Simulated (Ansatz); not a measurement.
## TiRe, space group Pm-3m: a single point from a YAML input, step by step

With Ansatz 0.2.0, Python API.

Contents of `scf.yaml`:
```yaml
crystal:
  lattice:
    - [3.118, 0.0, 0.0]
    - [0.0, 3.118, 0.0]
    - [0.0, 0.0, 3.118]
  atoms:
    - { symbol: Ti, position: [0.5, 0.5, 0.5] }
    - { symbol: Re, position: [0.0, 0.0, 0.0] }
kpoints:
  mp_grid: { grid: [9, 9, 9] }
hamiltonian:
  xc: lda
scf:
  occupations: { method: cold, width: 0.05 }
output:
  stress: true
  eigenvalues: true
```

Run as a notebook:

**Cell 1**
```python
import json

import ansatz as az
```

**Cell 2**
```python
outcome = az.Session.from_deck("scf.yaml").plan(threads=1).execute()
rep = outcome.report
```
Output:
```text
DeckWarning: basis.ecutwfc = 420 eV, auto-derived from the records' recommended cutoffs: set by Ti (normal level)
```

**Cell 3**
```python
{key: value for key, value in rep.items() if isinstance(value, (int, float)) and "ev" in key}
```
Output:
```text
{'n_hpsi_unsolved_levels': 530,
 'gap_by_band_count_ev': -2.407971853011574,
 'fermi_energy_ev': 18.556446923168462,
 'harris_foulkes_ev': -13058.743185087282,
 'free_energy_ev': -13058.743185087063,
 'internal_energy_ev': -13058.743478776216,
 'lagrangian_ev': -13058.743185087063,
 'energy_sigma0_ev': -13058.743282983447,
 'lagrangian_sigma0_ev': -13058.743282983447,
 'lagrangian_above_aufbau_ev': -5.244892442768265e-05,
 'entropy_ts_ev': -0.00029368915149931,
 'loop_fermi_energy_ev': 18.556446923168462,
 'occupations_fermi_energy_ev': 18.556446923168462}
```

**Cell 4**
```python
for key in ("converged", "n_iterations", "n_electrons", "n_kpoints", "n_pw", "n_symmetry_ops", "free_energy_ev", "fermi_energy_ev"):
    print(f"{key:18s} {rep[key]}")
```
Output:
```text
converged          True
n_iterations       6
n_electrons        27.0
n_kpoints          35
n_pw               619
n_symmetry_ops     48
free_energy_ev     -13058.743185087063
fermi_energy_ev    18.556446923168462
```

**Cell 5**
```python
edges = rep.get("band_edges_ev")
if edges:
    print(f"band edges on the mesh: {edges[0]:.3f} and {edges[1]:.3f} eV, gap {edges[1] - edges[0]:.3f} eV")
else:
    print("no band edges reported (a metal, or a gap too narrow for this smearing); Fermi level", round(rep["fermi_energy_ev"], 3), "eV")

keep = ["free_energy_ev", "energy_sigma0_ev", "fermi_energy_ev", "n_iterations", "converged", "magnetization_mub", "n_kpoints"]
with open("tire.json", "w") as handle:
    json.dump({key: rep[key] for key in keep}, handle, indent=1)
```
Output:
```text
no band edges reported (a metal, or a gap too narrow for this smearing); Fermi level 18.556 eV
```

**Cell 6**
```python
used = rep["setup"]
print("cutoffs (eV):", used["ecut_ev"], used["ecutrho_ev"], " FFT grid:", used["fft_dense"])
print("cell volume {:.3f} A^3, {} symmetry operations".format(used["cell_volume_ang3"], used["n_sym_ops"]))
```
Output:
```text
cutoffs (eV): 420.0 1680.0  FFT grid: [24, 24, 24]
cell volume 30.313 A^3, 48 symmetry operations
```

File `tire.json` afterwards:
```json
{
 "free_energy_ev": -13058.743185087063,
 "energy_sigma0_ev": -13058.743282983447,
 "fermi_energy_ev": 18.556446923168462,
 "n_iterations": 6,
 "converged": true,
 "magnetization_mub": 0.0,
 "n_kpoints": 35
}
```

Total energies depend on the potentials; only differences at equal settings carry meaning. A total without «per atom» is that of the cell as typed. Under cold or Methfessel-Paxton smearing the entropy term is a generalised one and can be negative. For a metal this k-point mesh is coarse: on a finer one energies can move by several to tens of meV an atom and pressures by half a GPa or more, differences at one mesh by less. The zero of the levels is a convention of the potentials, so an absolute Fermi energy is no work function. A gap by band count of zero or less means overlapping bands, a metal, and at an odd count of electrons it is no gap at all. At these settings the cell as given stands under about -14 GPa, so it isn't at this functional's equilibrium volume. The structure is a deposited one; some such entries were measured under pressure or heat, so a shift against it needn't be the functional's error alone. Gaps and levels are Kohn-Sham values on a finite set of k-points, without spin-orbit coupling. Warnings are shown shortened and without file and line. The whole script took 2.1 s on 1 thread of Intel(R) Xeon(R) Platinum 8259CL CPU @ 2.50GHz (Skylake/Cascade Lake) (shared host), peak memory 0.37 GiB.
